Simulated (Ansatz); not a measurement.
A nudged elastic band was laid between two geometries of a periodic cell of 17 atoms, Li₁₆H (host Li, host structure bcc, interstitial H).

Theory: DFT PBE, scalar-relativistic, plane waves, PAW (Ansatz). Settings: cutoff 420 eV, k mesh 4x4x4, fermi-dirac smearing 0.05 eV, no spin polarisation.

```
movable images  : 5
climbing image  : yes
spring          : 2.0 eV/Å²
optimiser       : fire
start path      : straight line
force threshold : 0.03 eV/Å
iteration limit : 33
end points      : relaxed
```

Image 0:

```xyz
17
Lattice="6.9800 0.0000 0.0000 0.0000 6.9800 0.0000 0.0000 0.0000 6.9800" Properties=species:S:1:pos:R:3
Li 0.211 0.007 -0.009
Li 3.280 0.007 -0.010
Li 0.065 3.498 0.053
Li -0.097 0.003 3.623
Li 1.743 1.587 1.770
Li 3.425 3.498 0.053
Li 3.588 0.003 3.624
Li 5.232 1.673 1.669
Li -0.084 3.493 3.386
Li 1.743 5.390 1.777
Li 1.744 1.856 5.084
Li 3.572 3.493 3.386
Li 5.232 5.307 1.672
Li 5.234 1.784 5.357
Li 1.744 5.124 5.086
Li 5.234 5.205 5.361
H 1.748 -0.009 0.927
```

Image 6:

```xyz
17
Lattice="6.9800 0.0000 0.0000 0.0000 6.9800 0.0000 0.0000 0.0000 6.9800" Properties=species:S:1:pos:R:3
Li -0.020 0.000 0.201
Li 3.634 0.000 -0.106
Li 0.062 3.490 0.071
Li -0.016 0.000 3.288
Li 1.772 1.569 1.751
Li 3.376 3.490 -0.071
Li 3.633 0.000 3.592
Li 5.084 1.855 1.748
Li 0.064 3.490 3.419
Li 1.772 5.411 1.751
Li 1.673 1.670 5.243
Li 3.378 3.490 3.567
Li 5.084 5.125 1.748
Li 5.357 1.797 5.237
Li 1.673 5.310 5.243
Li 5.357 5.183 5.238
H 0.898 0.000 1.737
```

Problem. What changes between the two ends?

Solution. Contacts lost: Li2–H17. Contacts made: Li4–H17. The atom that moves furthest is H17, by 1.17 Å.

Problem. What energy profile does the band end with?

Solution. It converged. The highest image is number 2 of 0 to 6, 0.011 eV above the ends, which have the same energy within 2 meV. Beside the main top the profile has a ripple of under 15 meV (maxima at images 2, 4), which may be a very shallow well or noise. By the program's own check the climbing image is a first-order saddle point (lowest curvatures found: -0.14 and 0.14 eV/Å²). Limits of this set-up: coarse k mesh, odd electron count without spin.

| image | path coordinate (Å) | energy (eV) | Li2–H17 (Å) | Li4–H17 (Å) |
| --- | --- | --- | --- | --- |
| 0 | 0.00 | 0.000 | 1.80 | 3.27 |
| 1 | 0.35 | 0.005 | 1.85 | 3.01 |
| 2 | 0.71 | 0.011 | 1.93 | 2.63 |
| 3 | 1.07 | 0.007 | 2.17 | 2.15 |
| 4 | 1.45 | 0.011 | 2.66 | 1.92 |
| 5 | 1.82 | 0.004 | 3.05 | 1.84 |
| 6 | 2.18 | 0.000 | 3.30 | 1.80 |

Problem. What is the geometry of the highest image?

Solution. 
```xyz
17
Lattice="6.9800 0.0000 0.0000 0.0000 6.9800 0.0000 0.0000 0.0000 6.9800" Properties=species:S:1:pos:R:3:forces:R:3
Li 0.185 0.001 0.135 0.00 0.00 0.00
Li 3.206 0.001 0.121 0.02 0.00 -0.01
Li 0.015 3.492 0.005 -0.01 0.00 -0.01
Li 0.038 0.002 3.351 -0.01 0.00 0.02
Li 1.758 1.782 1.758 0.00 0.01 0.00
Li 3.463 3.492 -0.091 0.01 0.00 0.00
Li 3.526 0.002 3.536 -0.02 0.00 -0.02
Li 5.178 1.776 1.684 0.01 -0.01 0.00
Li -0.103 3.491 3.456 -0.01 0.00 0.01
Li 1.758 5.201 1.759 0.00 -0.01 0.00
Li 1.695 1.803 5.138 0.00 0.00 0.00
Li 3.537 3.491 3.507 0.01 0.00 0.01
Li 5.178 5.207 1.684 0.01 0.01 0.00
Li 5.271 1.661 5.317 -0.01 -0.02 0.00
Li 1.695 5.180 5.138 0.00 0.00 0.00
Li 5.271 5.322 5.316 -0.01 0.02 0.00
H 1.662 0.002 1.279 0.01 0.00 0.01
```

The band took 28 iterations and roughly 50 core-minutes.

Time of the run: 28 min on 2 threads of Intel(R) Xeon(R) Platinum 8559C (Emerald Rapids), on a shared host, peak memory 2.2 GiB.
